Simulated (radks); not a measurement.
# Valence configurations of Sn³⁺

One table from this session's results is given with a row withheld; the runs are named, their logs left out.

Program: radks (a radial shooting solver on a logarithmic mesh, Libxc functionals) version 1. Level of theory: non-relativistic Kohn-Sham, PBE, spin-polarised, spherical densities, point nucleus; open shells are filled with parallel spins first. These are calculated values, not measurements, unless marked.

### Starting point

| Item | Value |
| --- | --- |
| element | tin (Z = 50) |
| charge | +3 |
| electrons | 47 |
| configuration | [Kr] 4d10 5s1 |
| others tried | 4d9 5s2; 4d8 5s1 5p2; 4d9 5s1 5p1; 4d10 5p1; 4d10 5s0.5 5p0.5; 4d9 5p2; 4d9 5s0.5 5p1.5; 4d9.5 5s1 5p0.5; 4d9.5 5s1.5 |

Outer shells as boxes (Hund's rule):

Sn³⁺
```
[Kr] core
4d [↑↓][↑↓][↑↓][↑↓][↑↓]
5s [↑ ]
```

Set-up of the first run:

The run's settings:

```text
Z 50
configuration [Kr] 4d10 5s1
relativity non-relativistic
functional pbe,pbe
spin polarised
nucleus point
```

Steps of the session up to this table: [Kr] 4d10 5s1.

One table of the session follows, with a row left open; its other results are not shown here.

It belongs to the step «[Kr] 4d10 5s1». From the orbitals of this run (lengths in bohr):

```
  level     <r>  outermost maximum (interpolated)  90 % within  nodes
  4s up  0.8487                             0.772         1.23      3
4s down  0.8482                             0.772         1.23      3
  4p up  0.8983                             0.800         1.32      2
4p down  0.8971                             0.800         1.32      2
  4d up   1.076                             0.882         1.66      1
4d down   1.069                             0.881         1.65      1
  5s up   2.191                              1.96         3.15      4
5s down       ?                                 ?            ?      ?
```

**Question.** Estimate the row for 5s down.

**Answer.** <r>: 2.182; outermost maximum (interpolated): 1.96; 90 % within: 3.13; nodes: 4. In the column «<r>» it lies between 4d up (1.076) and 5s up (2.191).

To keep in mind: Relativity is left out, which favours d and f over s occupation in heavy atoms.
